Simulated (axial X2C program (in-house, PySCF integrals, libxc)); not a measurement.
**AuAg⁺: properties at the nuclei**

Wanted for AuAg⁺: properties at the nuclei, at the two-component level.

Method: two-component X2C with atomic mean-field terms, Au dyall-cv3z, Ag dyall-cv3z; program: an in-house X2C program for linear molecules on PySCF integrals.

All values are calculated.

## (1) Input

Input file task.json:

```json
{
 "zs": [
  79,
  47
 ],
 "q": 1,
 "bas": [
  "dyall-cv3z",
  "dyall-cv3z"
 ],
 "r0": 2.52,
 "levels": [
  "PBE0",
  "HF",
  "BHandHLYP",
  "PBE",
  "B3LYP"
 ],
 "nst": 2
}
```

Keys: zs atomic numbers; q charge; bas basis sets; r0 starting distance in Å; levels methods (HF also brings MP2); nst determinants followed.

Run with:

```sh
python soeom.py task.json out
```

Further steps of the session: Expectation values, lowest determinant; Expectation values, a higher determinant.

Q: Predict the outcome of this session. Wanted: lowest determinant; Eeff magnitude; Ws magnitude Au; A∥/gI Au; qzz Au; higher determinant (for each run or level that gives them).

**Answer**, as computed:

| quantity | value |
| --- | --- |
| lowest determinant | Ω = 1/2 (excess of +ω over −ω: ω = 1/2) |
| Eeff magnitude (GV/cm), PBE0 | 31.1 |
| Ws magnitude Au (kHz), PBE0 | 74.3 |
| A∥/gI Au (MHz), PBE0 | 21500 |
| qzz Au (a.u.), PBE0 | 0.88 |
| higher determinant | Ω = 5/2 (excess of +ω over −ω: ω = 5/2) |
| Eeff magnitude (GV/cm), PBE0, higher determinant | 4.32 |
| Ws magnitude Au (kHz), PBE0, higher determinant | 2.01 |
| A∥/gI Au (MHz), PBE0, higher determinant | 1040 |
| qzz Au (a.u.), PBE0, higher determinant | -8.19 |

In the first state, the effective field runs from 20.3 to 49.7 GV/cm over the mean-field levels, so the levels don't agree on it. The expectation values come from single determinants, which for open shells can mix terms of unlike spin or miss the lowest Ω, so a determinant need not be a state. Eeff is the effective electric field on the electron dipole moment in this Ω state and Ws the scalar–pseudoscalar constant (defined with the proton number Z and per Ω); A∥ is the parallel hyperfine constant, which follows by multiplying with the nuclear g factor gI = μI/(I μN); qzz is the electric field gradient, eQq0 = 234.96 MHz × Q/barn × qzz. The operators were transformed with the bare-nucleus X2C matrices.
